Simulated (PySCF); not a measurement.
# RbCl: a composite coupled-cluster curve

One table from this session's results is given with a row withheld; the runs are named, their logs left out.

Method: CCSD(T) on RHF, spin-free X2C with a Gaussian nucleus; program: PySCF 2.14.0.

2 further runs of the same task are left out: 2 set aside as unsound or not needed.

Set-up of the first run:

| Item | Value |
| --- | --- |
| molecule | RbCl |
| state | singlet, unpaired electrons none |
| smaller basis | Rb cc-pwCVDZ-X2C, Cl aug-cc-pVDZ-DK |
| larger basis | Rb cc-pwCVTZ-X2C, Cl aug-cc-pVTZ-DK |
| frozen core orbitals | 19 |
| extrapolation | correlation as n⁻³ (n = 2, 3), Hartree–Fock as (n+1)·exp(−9√n) |
| corrections | core–valence correlation |
| distances (Å) | 2.4505, 2.5619, 2.6733, 2.7847, 2.8961, 3.0353, 3.1746 |
| masses (u) | 84.9118, 34.9689 |
| dissociation limit | Rb + Cl |

The run is started by

```
$ OMP_NUM_THREADS=4 python comp.py task.json out
```

Among the steps run: Coupled cluster at each distance.

One table of the session follows, with a row left open; its other results are not shown here.

It belongs to the step «Coupled cluster at each distance». Parts of the energy along the bond, in eV from Rb + Cl:

```
 R (Å)  HF/CBS  CCSD corr.      (T)  core–valence
2.4505  -2.613      -1.140  -0.1149       -0.0123
2.5619  -2.953      -1.076  -0.1091       -0.0101
2.6733       ?           ?        ?             ?
2.7847  -3.233      -0.980  -0.1009       -0.0071
2.8961  -3.248      -0.945  -0.0980       -0.0062
3.0353  -3.200      -0.910  -0.0952       -0.0052
3.1746  -3.104      -0.883  -0.0931       -0.0046
```

Q: Estimate the row for R (Å) = 2.6733 from the others.

Worked estimate for «HF/CBS». A straight line through the neighbours (2.5619, -2.953) and (2.7847, -3.233) gives -2.953 + (-3.233 + 2.953) × (2.6733 − 2.5619) / (2.7847 − 2.5619) = -3.093; a parabola fitted to 4 rows on both sides gives -3.147.

As computed: HF/CBS: -3.145; CCSD corr.: -1.024; (T): -0.1045; core–valence: -0.0084. In «HF/CBS» the line misses by +0.052 and the parabola by -0.002.

Caveats from the session: An extrapolation from double and triple zeta is rough, so this isn't yet the limit.
